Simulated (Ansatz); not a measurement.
# Nb (fcc type): a single-point run

The task is a single-point run on Nb (fcc type).

Program: Ansatz 0.2.0. Level of theory: DFT, PBEsol, PAW with Ansatz's default frozen-core files, scalar-relativistic. These are calculated values, not measurements.

1 further run of the same task is left out (it didn't finish). Runs told in other sessions of the task aren't counted.

**1. The starting structure**

The structure is cubic, space group Fm-3m (No. 225). The conventional cell has a = 4.100 Å, b = 4.100 Å, c = 4.100 Å, α = 90.00°, β = 90.00°, γ = 90.00°. Nb (site symmetry m-3m) has 12 Nb at 2.90 Å in its first shell of neighbours.

Structure file:

```
Nb
1.0
     0.00000    2.05021    2.05021
     2.05021    0.00000    2.05021
     2.05021    2.05021    0.00000
Nb
1
Direct
  0.00000 0.00000 0.00000
```

**2. Input and run**

input.yaml reads:

```yaml
crystal:
  lattice:
    - [0.0, 2.0502052098, 2.0502052098]
    - [2.0502052098, 0.0, 2.0502052098]
    - [2.0502052098, 2.0502052098, 0.0]
  atoms:
    - { symbol: Nb, position: [0.0, 0.0, 0.0] }
kpoints:
  mp_grid: { grid: [16, 16, 16] }
scf:
  occupations: { method: fermi_dirac, width: 0.05 }
  max_iter: 3
hamiltonian:
  xc: pbesol
  pseudopotentials: { kind: paw }
output:
  forces: true
  stress: true
  eigenvalues: true
  populations: true
```

Launch:

```bash
> ansatz run input.yaml --threads 1 --pin off --max-ram 2048MiB --backend cpu --events-out ev --progress --plain --runs-dir out
```

Q: Will this input give a usable result? If not, why, and what should change?

After 3 cycles the loop was ended unconverged. The density residual dr2 fell from 0.00188 to 1.3e-5 eV (threshold 1.0e-7) and was still falling. Its numbers are not properties of the system.

In the input, scf.max_iter is 3. The cap on SCF cycles is too low for this system: the loop was cut off before the input and output densities agreed.

What to do: delete scf.max_iter (the default then holds).
